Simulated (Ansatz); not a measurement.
# Ni: the cost of one run

Method: DFT PBE, scalar-relativistic, plane waves, PAW, in Ansatz 0.2.0.

## Step 1: The starting structure

Symmetry: P4/mmm, No. 123, tetragonal system. The conventional cell has a = 2.259 Å, b = 2.259 Å, c = 23.800 Å, α = 90.00°, β = 90.00°, γ = 90.00°. Around Ni (site symmetry 4/mmm) lie 4 Ni at 2.26 Å.

Coordinates:

```cif
data_structure
_symmetry_space_group_name_H-M 'P4/mmm'
_symmetry_Int_Tables_number 123
_cell_length_a 2.2591
_cell_length_b 2.2591
_cell_length_c 23.8000
_cell_angle_alpha 90.000
_cell_angle_beta 90.000
_cell_angle_gamma 90.000
_cell_volume 121.46
loop_
_atom_site_label
_atom_site_type_symbol
_atom_site_symmetry_multiplicity
_atom_site_Wyckoff_symbol
_atom_site_fract_x
_atom_site_fract_y
_atom_site_fract_z
_atom_site_occupancy
Ni1 Ni 1 a 0.00000 0.00000 0.00000 1
```

The cell was relaxed beforehand at this level, from a generated guess; it is a trial structure. At a tolerance of 0.05 Å it has layer group p4/mmm (No. 61); it has 5.10 Å²/atom, an uncorrected energy of +1.53 eV/atom over the standard state.

It is a sheet, periodic along a and b, with vacuum along c; volumes and pressures of the box carry no meaning, and space groups named for it are those of the box.

## Step 2: Static run: bands, density of states and charges

The input, input.yaml:

```yaml
crystal:
  lattice:
    - [2.2590885093, 0.0, 0.0]
    - [0.0, 2.2590885093, 0.0]
    - [0.0, 0.0, 23.8]
  atoms:
    - { symbol: Ni, position: [0.0, 0.0, 0.2941176471], spin: 0.99 }
  periodic: [true, true, false]
basis:
  ecutwfc: 420
kpoints:
  mp_grid: { grid: [24, 24, 1] }
  band_path:
    path: [[0.0, 0.0, 0.0], [0.0, 0.5, 0.0], [0.5, 0.5, 0.0], [0.0, 0.0, 0.0]]
    npoints: 14
hamiltonian:
  xc: pbe
scf:
  occupations: { method: gaussian, width: 0.1 }
  n_extra_bands: 6
output:
  forces: true
  stress: true
  eigenvalues: true
  populations: true
  dos: { projected: true, de: 0.02, nscf_kmesh: { grid: [29, 29, 1] } }
  bader: true
  write_density: true
  write_potential: true
  elf: true
  volumetric_format: npy
magnetization:
  spin_polarized: true
checkpoint:
  read: start.run
  write: ck
  compress: false
  write_wavefunctions: false
  write_every: 100000
```

The run is started by

```bash
ansatz run input.yaml --threads 1 --pin off --max-ram 2560MiB --backend cpu --events-out ev --progress --plain --runs-dir out
```

What time and memory should one allow on 1 thread of Intel Xeon at 2.50GHz (Skylake/Cascade Lake), shared host?

About 1.9 min, with a peak of 0.56 GiB.
